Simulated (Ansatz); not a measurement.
This script for Ansatz's Python interface starts 5 runs on GeH₃N, SMILES [N][GeH3]. What input does the engine get in each?

Script `geh3n_relaxed_scan.py`:
```python
"""One bond of GeH3N held at set lengths while the rest relaxes."""

import ansatz as az
import numpy as np


def main() -> None:
    mol = (
        az.Crystal.molecule()
        .atom("N", (1.7865, -0.2182, 0.0791))
        .atom("Ge", (-0.0623, 0.0076, -0.0028))
        .atom("H", (-0.3902, 1.3064, -0.7828))
        .atom("H", (-0.6346, 0.1095, 1.4343))
        .atom("H", (-0.6994, -1.2054, -0.7279))
    )

    model = (
        mol.calculation()
        .basis(gaussian="def2-SVP")
        .functional("pbe", dispersion="d3bj")
        .spin("collinear", total=2)
    )
    symbols = [site.symbol for site in mol.cartesian_sites]
    pairs = [(0, 1), (1, 2), (1, 3), (1, 4)]
    print("held (A)   E (eV)        ", "  ".join(f"{symbols[i]}{i}-{symbols[j]}{j}" for i, j in pairs))
    for length in [1.72, 1.86, 2.01, 2.24, 2.52]:
        report = model.relax(constraints=[az.DistanceConstraint((0, 1), at=length)], force_tolerance=0.02, max_steps=60).run(threads=1, backend="cpu").report
        xyz = np.array(report["positions_ang"])
        print(f"{length:6.2f} {report['free_energy_ev']:14.5f}  ", "  ".join(f"{np.linalg.norm(xyz[i] - xyz[j]):.3f}" for i, j in pairs))


if __name__ == "__main__":
    main()
```

Run 1:
```yaml
crystal:
  periodic: [false, false, false]
  atoms:
    - { symbol: "N", position_ang: [1.7865, -0.2182, 0.0791] }
    - { symbol: Ge, position_ang: [-0.0623, 0.0076, -0.0028] }
    - { symbol: H, position_ang: [-0.3902, 1.3064, -0.7828] }
    - { symbol: H, position_ang: [-0.6346, 0.1095, 1.4343] }
    - { symbol: H, position_ang: [-0.6994, -1.2054, -0.7279] }
basis:
  gaussian:
    orbitals: def2-SVP
hamiltonian:
  xc: pbe
  dispersion: d3bj
magnetization:
  spin_polarized: true
  initial_magnetization: 2.0
relax:
  f_tol: 0.02
  max_steps: 60
  constraints:
    - { distance: [0, 1], at: 1.72 }
```

Run 2, against run 1:
```diff
-    - { distance: [0, 1], at: 1.72 }
+    - { distance: [0, 1], at: 1.86 }
```

Run 3, against run 1:
```diff
-    - { distance: [0, 1], at: 1.72 }
+    - { distance: [0, 1], at: 2.01 }
```

Run 4, against run 1:
```diff
-    - { distance: [0, 1], at: 1.72 }
+    - { distance: [0, 1], at: 2.24 }
```

Run 5, against run 1:
```diff
-    - { distance: [0, 1], at: 1.72 }
+    - { distance: [0, 1], at: 2.52 }
```

`python geh3n_relaxed_scan.py` gives:
```text
held (A)   E (eV)         N0-Ge1  Ge1-H2  Ge1-H3  Ge1-H4
DeckWarning: relax.constraints: the input's atoms, or those drawn, lie off the distances that are held; a relaxation that starts there is brought onto them ahead of its first SCF, by positions alone, [...]
  1.72   -58034.17364   1.720  1.559  1.559  1.559
  1.86   -58034.50541   1.860  1.554  1.554  1.554
  2.01   -58034.44872   2.010  1.551  1.551  1.551
  2.24   -58034.00373   2.240  1.549  1.549  1.549
  2.52   -58033.31602   2.520  1.548  1.548  1.548
```
(Warnings from the package without file and line, shortened, repeats left out.)

Total energies depend on the basis set; only differences at equal settings carry meaning. The energies are electronic: no zero-point or thermal terms, and the basis set is short of its limit. The species is open-shell (spin multiplicity 3). It ran for 33 s on 1 thread of Arm Neoverse V1, on a shared host, peak memory 0.2 GiB.

(Lines on the test bed's own set-up are left out of the output.)
